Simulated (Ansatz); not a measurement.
# CH4NPSi: basis-set convergence

Aim: see how fast density functionals converge with the basis set for CH4NPSi.

The runs use Ansatz 0.2.0, Gaussian basis; one geometry, several basis sets.

Levels to be run: PBE0-D4/def2-SVP; ωB97M-V/def2-SVP; PBE0-D4/def2-QZVPP; ωB97M-V/def2-QZVPP; the functionals' def2-TZVPP values are taken from earlier runs.

## (1) Structure used throughout

The geometry comes from an earlier relaxation with PBE0-D4/def2-TZVP; it is a stationary point, not always the lowest conformer.

8 atoms, charge 0, spin multiplicity 1.

Atoms are counted from 1 here; the program's logs count them from 0.

Bond lengths: N1–C2 1.152 Å, C2–Si3 1.850 Å, Si3–P4 2.247 Å, Si3–H5 1.481 Å, Si3–H6 1.481 Å, P4–H7 1.421 Å, P4–H8 1.422 Å. Angles: N1–C2–Si3 178.4°, C2–Si3–P4 106.8°, C2–Si3–H5 106.4°, C2–Si3–H6 107.0°, P4–Si3–H5 115.6°, P4–Si3–H6 110.1°, H5–Si3–H6 110.5°, Si3–P4–H7 92.8°, Si3–P4–H8 91.7°, H7–P4–H8 93.3°.

## (2) PBE0-D4 in def2-SVP

in.yaml reads:

```yaml
crystal:
  periodic: [false, false, false]
  atoms:
    - {symbol: N, position_ang: [1.985595, -0.574503, 2.092341]}
    - {symbol: C, position_ang: [1.275009, -0.095093, 1.322614]}
    - {symbol: Si, position_ang: [0.121842, 0.626272, 0.068923]}
    - {symbol: P, position_ang: [-1.376474, -0.971536, -0.431195]}
    - {symbol: H, position_ang: [0.965818, 1.088962, -1.057142]}
    - {symbol: H, position_ang: [-0.556223, 1.774411, 0.713735]}
    - {symbol: H, position_ang: [-0.448108, -1.686508, -1.234591]}
    - {symbol: H, position_ang: [-1.875359, -0.219204, -1.530487]}
basis:
  gaussian: {orbitals: def2-SVP}
hamiltonian: {xc: pbe0, dispersion: d4}
output: {orbitals: {seedname: orbitals}}
```

Started as:

```bash
$ ansatz run in.yaml --threads 2 --pin off --events-out ev --progress --plain --max-ram 4352MiB
```

Further steps of the session: ωB97M-V in def2-SVP; PBE0-D4 in def2-QZVPP; ωB97M-V in def2-QZVPP.

**Question.** What will the summary of the whole plan be? Wanted: PBE0-D4: double and triple zeta above quadruple; ωB97M-V: double and triple zeta above quadruple.

**Answer**, as computed:

| quantity | value |
| --- | --- |
| PBE0-D4: double and triple zeta above quadruple | 9.66, 0.69 eV |
| ωB97M-V: double and triple zeta above quadruple | 9.75, 0.64 eV |

PBE0-D4 gains 8.97 eV from double to triple zeta, then 0.69 eV more. These are total energies; as a rule much of such shifts cancels in differences, which this series doesn't test. The LUMO of ωB97M-V is positive and keeps falling with the basis (1.45 to 0.80 eV): an unbound level that the basis holds in place.
